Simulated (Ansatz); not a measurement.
# CH3BO2: small, medium and large basis sets

An exercise on one series of results from a longer session: the logs are not shown, and one member is left open.

The runs use Ansatz 0.2.0, Gaussian basis; one geometry, several basis sets.

Levels to be run: PBE0-D4/def2-SVP; ωB97M-V/def2-SVP; PBE0-D4/def2-QZVPP; ωB97M-V/def2-QZVPP; the functionals' def2-TZVPP values are taken from earlier runs.

## The geometry

All runs share one geometry, relaxed beforehand with PBE0-D4 in a triple-zeta def2 set.

SMILES `BC(=O)O`, 7 atoms, charge 0, spin multiplicity 1.

Atoms are counted from 1 here; the program's logs count them from 0.

Bond lengths: B1–C2 1.559 Å, B1–H5 1.191 Å, B1–H6 1.191 Å, C2–O3 1.211 Å, C2–O4 1.331 Å, O4–H7 0.971 Å. Angles: C2–B1–H5 118.9°, C2–B1–H6 118.9°, H5–B1–H6 121.8°, B1–C2–O3 113.6°, B1–C2–O4 122.8°, O3–C2–O4 123.6°, C2–O4–H7 107.5°.

The first run:

The input, in.yaml:

```yaml
crystal:
  periodic: [false, false, false]
  atoms:
    - {symbol: B, position_ang: [-0.603139, 0.935760, -0.186704]}
    - {symbol: C, position_ang: [0.108681, -0.431057, 0.050295]}
    - {symbol: O, position_ang: [-0.646485, -1.377605, 0.045386]}
    - {symbol: O, position_ang: [1.422185, -0.536672, 0.239135]}
    - {symbol: H, position_ang: [-0.783699, 1.304326, -1.304306]}
    - {symbol: H, position_ang: [-1.060367, 1.515845, 0.747077]}
    - {symbol: H, position_ang: [1.623924, -1.478698, 0.363418]}
basis:
  gaussian: {orbitals: def2-SVP}
hamiltonian: {xc: pbe0, dispersion: d4}
output: {orbitals: {seedname: orbitals}}
```

Launch:

```console
ansatz run in.yaml --threads 2 --pin off --events-out ev --progress --plain --max-ram 4352MiB
```

Steps of the session up to this table: PBE0-D4 in def2-SVP; ωB97M-V in def2-SVP; PBE0-D4 in def2-QZVPP; ωB97M-V in def2-QZVPP.

One table of the session follows, with a row left open; its other results are not shown here.

It belongs to the step «Density functionals: the series». 

| functional | basis | HOMO (eV) | LUMO (eV) |
| --- | --- | --- | --- |
| PBE0-D4 | def2-SVP | -8.11 | -1.85 |
| PBE0-D4 | def2-TZVPP | -8.28 | -1.99 |
| PBE0-D4 | def2-QZVPP | -8.31 | -2.02 |
| ωB97M-V | def2-SVP | -10.45 | 0.24 |
| ωB97M-V | def2-TZVPP | -10.65 | -0.02 |
| ωB97M-V | def2-QZVPP | ? | ? |

Q: Estimate the row for ωB97M-V, def2-QZVPP from the others.

**Answer.** HOMO (eV): -10.69; LUMO (eV): -0.09. In the column «HOMO (eV)» it is the lowest.
